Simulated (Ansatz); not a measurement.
# CH5AlF3N: the cost of one run

Program: Ansatz 0.2.0, Gaussian basis. Level of theory: the settings change from run to run. These are calculated values, not measurements.

## (1) The relaxed structure

The geometry comes from an earlier relaxation with PBE0-D4 in a triple-zeta def2 set; it is a stationary point, not always the lowest conformer.

SMILES `C[NH2+][Al-]([F])([F])[F]`, 11 atoms, charge 0, spin multiplicity 1.

Atoms are counted from 1 here; the program's logs count them from 0.

Bond lengths: C1–N2 1.477 Å, C1–H7 1.091 Å, C1–H8 1.089 Å, C1–H9 1.089 Å, N2–Al3 1.983 Å, N2–H10 1.016 Å, N2–H11 1.016 Å, Al3–F4 1.659 Å, Al3–F5 1.657 Å, Al3–F6 1.659 Å. Angles: N2–C1–H7 111.7°, N2–C1–H8 108.5°, N2–C1–H9 108.5°, H7–C1–H8 109.8°, H7–C1–H9 109.8°, H8–C1–H9 108.5°, C1–N2–Al3 112.9°, C1–N2–H10 110.2°, C1–N2–H11 110.2°, Al3–N2–H10 108.6°, Al3–N2–H11 108.5°, H10–N2–H11 106.1°, N2–Al3–F4 100.6°, N2–Al3–F5 101.2°, N2–Al3–F6 100.6°, F4–Al3–F5 116.7°, F4–Al3–F6 116.2°, F5–Al3–F6 116.7°.

## (2) HF/def2-TZVP

Options: high accuracy.

Contents of in.yaml:

```yaml
crystal:
  periodic: [false, false, false]
  atoms:
    - {symbol: C, position_ang: [-0.016884, -1.100681, 0.845500]}
    - {symbol: N, position_ang: [0.633127, -0.270144, -0.188982]}
    - {symbol: Al, position_ang: [-0.451842, 1.307510, -0.706057]}
    - {symbol: F, position_ang: [-1.826442, 0.564361, -1.261876]}
    - {symbol: F, position_ang: [0.525883, 2.012281, -1.842875]}
    - {symbol: F, position_ang: [-0.577840, 2.084127, 0.753994]}
    - {symbol: H, position_ang: [0.595363, -1.962206, 1.114938]}
    - {symbol: H, position_ang: [-0.979254, -1.438035, 0.463929]}
    - {symbol: H, position_ang: [-0.191357, -0.483467, 1.725353]}
    - {symbol: H, position_ang: [1.539473, 0.053496, 0.138163]}
    - {symbol: H, position_ang: [0.815172, -0.824243, -1.021488]}
basis:
  gaussian: {orbitals: def2-TZVP}
hamiltonian: {xc: {name: HF}}
accuracy: high
output: {forces: true}
```

Started as:

```console
$ ansatz run in.yaml --threads 4 --pin off --events-out ev --progress --plain --max-ram 10444MiB
```

**Question.** How long does this run take on 4 threads of Arm Neoverse V1, shared host, and how much memory does it need?

About 12 s, with a peak of 1.3 GiB.
